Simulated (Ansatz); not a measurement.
# ClGeH₃O₂S: one species, many methods

Aim: compute ClGeH₃O₂S with functionals from several rungs and with coupled cluster. The yardstick is the atomisation energy at the CCSD(T) limit.

Computed with Ansatz 0.2.0, Gaussian basis. Level: functionals in def2-TZVPP, the program's frozen cores in correlated methods.

The runs, in order: LDA (SPW92), PBE-D4, revPBE-D4, BLYP-D4, r2SCAN-D4, B97M-V, PBE0-D4, B3LYP-D4, r2SCANh-D4, r2SCAN0-D4, HSE06-D4, BHLYP-D4, CAM-B3LYP-D4, LC-ωPBE, ωB97X-V, ωB97M-V, B2PLYP, PBE-QIDH; CCSD(T)/def2-SVP; CCSD(T)/def2-TZVPP; MP2/def2-QZVPP; extrapolation to the limit; RPA on PBE.

### Step 1. Structure used throughout

The geometry comes from an earlier relaxation with PBE0-D4 in a triple-zeta def2 set; it is a stationary point, not always the lowest conformer.

SMILES `[OH][Ge]([OH])([SH])[Cl]`, 8 atoms, charge 0, spin multiplicity 1.

Atoms are counted from 1 here; the program's logs count them from 0.

Bond lengths: O1–Ge2 1.749 Å, O1–H6 0.961 Å, Ge2–O3 1.749 Å, Ge2–S4 2.208 Å, Ge2–Cl5 2.150 Å, O3–H7 0.961 Å, S4–H8 1.343 Å. Angles: Ge2–O1–H6 112.5°, O1–Ge2–O3 101.9°, O1–Ge2–S4 113.2°, O1–Ge2–Cl5 110.6°, O3–Ge2–S4 113.2°, O3–Ge2–Cl5 110.6°, S4–Ge2–Cl5 107.3°, Ge2–O3–H7 112.5°, Ge2–S4–H8 92.2°.

### Step 2. LDA

This LDA is Slater exchange with PW92 correlation.

Contents of in.yaml:

```yaml
crystal:
  periodic: [false, false, false]
  atoms:
    - {symbol: O, position_ang: [-0.487712, 1.433542, 1.092645]}
    - {symbol: Ge, position_ang: [0.135600, 0.186201, 0.037617]}
    - {symbol: O, position_ang: [1.811652, 0.103895, 0.529002]}
    - {symbol: S, position_ang: [-0.928121, -1.738360, 0.242572]}
    - {symbol: Cl, position_ang: [-0.019869, 0.787545, -2.020825]}
    - {symbol: H, position_ang: [-1.441654, 1.527827, 1.026684]}
    - {symbol: H, position_ang: [2.288306, -0.607665, 0.093422]}
    - {symbol: H, position_ang: [-1.266203, -1.749983, -1.057017]}
basis:
  gaussian: {orbitals: def2-TZVPP}
hamiltonian: {xc: lda}
output: {orbitals: {seedname: orbitals}}
```

Further steps of the session: PBE-D4 (GGA); revPBE-D4 (GGA); BLYP-D4 (GGA); r2SCAN-D4 (meta-GGA); B97M-V (meta-GGA); PBE0-D4 (hybrid); B3LYP-D4 (hybrid); r2SCANh-D4 (hybrid); r2SCAN0-D4 (hybrid); HSE06-D4 (hybrid); BHLYP-D4 (hybrid); CAM-B3LYP-D4 (range-separated); LC-ωPBE (range-separated); ωB97X-V (range-separated); ωB97M-V (range-separated); B2PLYP (double hybrid); PBE-QIDH (double hybrid); CCSD(T) in def2-SVP; CCSD(T) in def2-TZVPP; MP2 in def2-QZVPP; RPA on PBE orbitals.

Q: Predict the results of all the runs planned. Wanted: atomisation energy, CCSD(T)/CBS; farthest beyond LDA; mean size of error, GGA; mean size of error, meta-GGA; mean size of error, hybrid; mean size of error, range-separated; mean size of error, double hybrid; gap, smallest and largest; T1 diagnostic.

**Answer**, as computed:

| quantity | value |
| --- | --- |
| atomisation energy, CCSD(T)/CBS | 2701.6 kJ/mol |
| functionals within 27.0 kJ/mol (1.0 %) | r2SCAN-D4, B97M-V, ωB97X-V, ωB97M-V |
| farthest beyond LDA | BHLYP-D4 (-171.1 kJ/mol) |
| mean size of error, GGA | 45.3 kJ/mol |
| mean size of error, meta-GGA | 3.1 kJ/mol |
| mean size of error, hybrid | 72.6 kJ/mol |
| mean size of error, range-separated | 31.7 kJ/mol |
| mean size of error, double hybrid | 59.8 kJ/mol |
| gap, smallest and largest | 4.70 eV (LDA (SPW92)), 12.23 eV (LC-ωPBE) |
| T1 diagnostic | 0.0114 |
| triples share of the correlation energy | 3.9 % |

LDA overbinds by 453.9 kJ/mol (17 %). PBE-D4 misses by +33.0 kJ/mol. Double hybrids carry the basis error of their MP2 part in triple zeta, and no dispersion term here, so their miss is partly the set-up's. By mean error the best rung here is meta-GGA (3.1 kJ/mol) and the worst beyond LDA is hybrid (72.6 kJ/mol). The mean of the hybrids holds BHLYP, with half exact exchange. The reference freezes the cores and leaves out relativity and excitations past (T), and its outer-core shells are covered unevenly, so misses under about 27.0 kJ/mol can't be ranked. Hartree-Fock recovers 66 % of the binding; the rest is correlation. CCSD(T) in def2-SVP is off by -264.1 kJ/mol, more than most functionals: a good method in a small basis is no reference. The gap grows from 4.7 to 12.2 eV across the functionals, mostly with the share of exact exchange. Correlated methods include outer-core shells of Ge, which these sets cover unevenly.
